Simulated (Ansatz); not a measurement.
**B2PLYP/STO-3G run of SiH4S (sulfanylsilane)**

Aim: the electronic atomisation energy of SiH4S (sulfanylsilane) at B2PLYP/STO-3G, from 4 runs. 

The calculation is run with Ansatz 0.2.0.

45 further runs of the same task are left out: 1 that didn't finish, 44 set aside as unsound or not needed.

**1. Starting point**

SiH4S has 6 atoms, charge 0, and is taken as a singlet. As SMILES, `[SiH3]S`. The shape is that of a PBE0-D4/def2-TZVP optimisation.

Bond lengths: Si1–S2 2.137 Å, Si1–H3 1.485 Å, Si1–H4 1.482 Å, Si1–H5 1.485 Å, S2–H6 1.344 Å. Angles: Si1–S2–H6 94.7°, S2–Si1–H3 111.6°, S2–Si1–H4 104.8°, S2–Si1–H5 111.6°, H3–Si1–H4 110.0°, H3–Si1–H5 108.8°, H4–Si1–H5 110.0°.

**2. The energy at B2PLYP/STO-3G**

Contents of job.yaml:

```yaml
crystal:
  periodic: [false, false, false]
  atoms:
    - symbol: Si
      position_ang: [-0.169800, -0.263400, -0.436000]
    - symbol: S
      position_ang: [0.907300, -0.012600, 1.392800]
    - symbol: H
      position_ang: [-1.629800, -0.074300, -0.241600]
    - symbol: H
      position_ang: [0.108600, -1.658300, -0.852500]
    - symbol: H
      position_ang: [0.299800, 0.681200, -1.481100]
    - symbol: H
      position_ang: [0.526100, 1.263300, 1.572300]
basis:
  gaussian:
    orbitals: STO-3G
accuracy: high
correlation:
  frozen_orbitals: {H: 0, S: 5, Si: 5}
hamiltonian:
  xc: {name: B2PLYP}
```

Launch:

```console
$ ansatz run job.yaml --threads 1 --pin off --max-ram 2610MiB --events-out events.jsonl --progress --plain --runs-dir runs
```

Log:

```text
Warning: RAYON_NUM_THREADS=1 ignored (pool sized by the plan → 1); use --threads N
Functional definition: B2PLYP
  name "B2PLYP"
  parameter a = 0.53
  parameter c = 0.27
  exchange = (1 - a)*b88_x + a*exact_x
  correlation = (1 - c)*lyp_c + c*(mp2_os + mp2_ss)
388 factors; integrals over basis functions are off by at most 1.9e-8 eV
mean field evaluation 1: about -18556.6300 eV, gradient 1.5e1 eV
mean field evaluation 2: about -18556.6098 eV, gradient 1.4e1 eV
mean field evaluation 4: about -18557.5054 eV, gradient 2.5e-1 eV
mean field evaluation 8: about -18557.5052 eV, gradient 7.2e-4 eV
mean field -18557.50524115 eV, -681.9757388836 hartree, gradient 8.6e-8 eV, S^2 0.000000; 0 other end points of the search recorded, 0 dependent functions left out
10 core orbitals not correlated: weight in the atoms' cores, before any rotation towards them, 1.000 or more for the frozen orbitals, at most 0.000 for the correlated occupied ones
reference -18557.50525892 eV, -681.9757395363 hartree; 7, 7 occupied and 5, 5 virtual orbitals, 388 factors
second order -2.27307871 eV of doubles, -0.00000000 eV of singles
Total energy: -18558.11899017 eV, -681.9982937439 hartree
```

Wall time 1.3 s (1 thread of Arm Neoverse V2, shared host); peak memory 0.1 GiB.

**3. The H atom, same level**

Contents of job.yaml:

```yaml
basis:
  gaussian:
    orbitals: STO-3G
crystal:
  periodic: [false, false, false]
  atoms:
    - {symbol: H, position_ang: [0.000000, 0.000000, 0.000000]}
accuracy: high
correlation:
  frozen_orbitals: {H: 0}
hamiltonian:
  xc: {name: B2PLYP}
magnetization:
  spin_polarized: true
  initial_magnetization: 1
```

Run the same way, it converges to -0.46478 Eh (log not shown).

**4. The S atom, same level**

Contents of run.yaml:

```yaml
basis:
  gaussian:
    orbitals: STO-3G
crystal:
  periodic: [false, false, false]
  atoms:
    - {symbol: S, position_ang: [0.000000, 0.000000, 0.000000]}
magnetization:
  spin_polarized: true
  initial_magnetization: 2
hamiltonian:
  xc: {name: B2PLYP}
correlation:
  frozen_orbitals: {S: 5}
accuracy: high
```

Launch:

```console
$ ansatz run run.yaml --threads 1 --pin off --max-ram 2610MiB --events-out events.jsonl --progress --plain --runs-dir runs
```

Log:

```text
Warning: RAYON_NUM_THREADS=1 ignored (pool sized by the plan → 1); use --threads N
Functional definition: B2PLYP
  name "B2PLYP"
  parameter a = 0.53
  parameter c = 0.27
  exchange = (1 - a)*b88_x + a*exact_x
  correlation = (1 - c)*lyp_c + c*(mp2_os + mp2_ss)
42 factors; integrals over basis functions are off by at most 2.4e-9 eV
mean field evaluation 1: about -10708.4773 eV, gradient 5.6e-1 eV
mean field evaluation 2: about -10708.4781 eV, gradient 5.6e-1 eV
mean field evaluation 4: about -10708.4786 eV, gradient 5.6e-6 eV
mean field evaluation 8: about -10708.4786 eV, gradient 3.9e-12 eV
mean field -10708.47857815 eV, -393.5293292795 hartree, gradient 3.8e-12 eV, S^2 2.000000; 0 other end points of the search recorded, 0 dependent functions left out
5 core orbitals not correlated: weight in the atoms' cores, before any rotation towards them, 1.000 or more for the frozen orbitals, at most 0.000 for the correlated occupied ones
reference -10708.47858837 eV, -393.5293296550 hartree; 4, 2 occupied and 0, 2 virtual orbitals, 42 factors
second order 0.00000000 eV of doubles, 0.00000000 eV of singles
Total energy: -10708.47858837 eV, -393.5293296550 hartree
```

Wall time 0.26 s (1 thread of Arm Neoverse V2, shared host).

**5. The Si atom**

Contents of job.yaml:

```yaml
crystal:
  periodic: [false, false, false]
  atoms:
    - symbol: Si
      position_ang: [0.000000, 0.000000, 0.000000]
basis:
  gaussian: {orbitals: STO-3G}
accuracy: high
hamiltonian: {xc: {name: B2PLYP}}
magnetization: {spin_polarized: true, initial_magnetization: 2}
correlation: {frozen_orbitals: {Si: 5}}
```

Run the same way, it converges to -285.81514 Eh (log not shown).

**6. Summary of results**

Level: B2PLYP/STO-3G, 10 core orbitals frozen.

```
                     quantity          value
       molecule: total energy  -681.99829 Eh
         H atom: total energy    -0.46478 Eh
                 H atom: ⟨S²⟩          0.750
         S atom: total energy  -393.52933 Eh
                 S atom: ⟨S²⟩          2.000
        Si atom: total energy  -285.81514 Eh
                Si atom: ⟨S²⟩          2.000
electronic atomisation energy      21.625 eV
```

Taking the molecule apart into free atoms costs 21.63 eV (2087 kJ/mol), before zero-point energy and without spin-orbit coupling. In a minimal basis such a difference can be off by several eV, whatever the method.
